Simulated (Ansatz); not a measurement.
# HfSnTeS3: the cost of one run

Method: DFT PBE, scalar-relativistic, plane waves, PAW, in Ansatz 0.2.0.

## (1) The structure to begin with

The structure is orthorhombic, space group Immm (No. 71). The conventional cell has a = 5.002 Å, b = 7.613 Å, c = 8.133 Å, α = 90.00°, β = 90.00°, γ = 90.00°. Hf (site symmetry mmm) has 2 S at 2.27 Å and 2 Sn at 2.50 Å as nearest neighbours. Sn (site symmetry mmm) is surrounded by 2 Hf at 2.50 Å. Around Te (site symmetry mmm) lie 2 S at 1.80 Å. S (site symmetry mm2) is surrounded by 1 Te at 1.80 Å and 1 Hf at 2.27 Å. Around S (site symmetry mmm) lie 2 Te at 2.50 Å.

As a file:

```cif
data_structure
_symmetry_space_group_name_H-M 'Immm'
_symmetry_Int_Tables_number 71
_cell_length_a 5.0019
_cell_length_b 7.6133
_cell_length_c 8.1332
_cell_angle_alpha 90.000
_cell_angle_beta 90.000
_cell_angle_gamma 90.000
_cell_volume 309.72
loop_
_atom_site_label
_atom_site_type_symbol
_atom_site_symmetry_multiplicity
_atom_site_Wyckoff_symbol
_atom_site_fract_x
_atom_site_fract_y
_atom_site_fract_z
_atom_site_occupancy
Hf1 Hf 2 c 0.00000 0.00000 0.50000 1
Sn1 Sn 2 d 0.50000 0.00000 0.50000 1
Te1 Te 2 a 0.00000 0.00000 0.00000 1
S1 S 4 i 0.00000 0.00000 0.77909 1
S2 S 2 b 0.50000 0.00000 0.00000 1
```

A structure generator made this guess: random cell by space group and Wyckoff sites (Immm, No. 71). Its size is a rough estimate.

## (2) Probe: one point on a coarse mesh

Contents of input.yaml:

```yaml
crystal:
  lattice:
    - [-2.50095257, 3.80664259, 4.06661181]
    - [2.50095257, -3.80664259, 4.06661181]
    - [2.50095257, 3.80664259, -4.06661181]
  atoms:
    - { symbol: Hf, position: [0.5, 0.5, 0.0] }
    - { symbol: Sn, position: [0.5, 0.0, 0.5] }
    - { symbol: Te, position: [0.0, 0.0, 0.0] }
    - { symbol: S, position: [0.77908688, 0.77908688, 0.0] }
    - { symbol: S, position: [0.22091312, 0.22091312, 0.0] }
    - { symbol: S, position: [0.0, 0.5, 0.5] }
basis:
  ecutwfc: 420
kpoints:
  mp_grid: { grid: [4, 4, 4] }
hamiltonian:
  xc: pbe
scf:
  occupations: { method: gaussian, width: 0.1 }
  lower_state_search: "off"
output:
  forces: true
  stress: true
  eigenvalues: true
```

Started as:

```
> ansatz run input.yaml --threads 1 --pin off --max-ram 2560MiB --backend cpu --events-out ev --progress --plain --runs-dir out
```

What time and memory should one allow on 1 thread of Intel Xeon at 2.70GHz, shared host?

About 11 s, with a peak of 0.53 GiB.
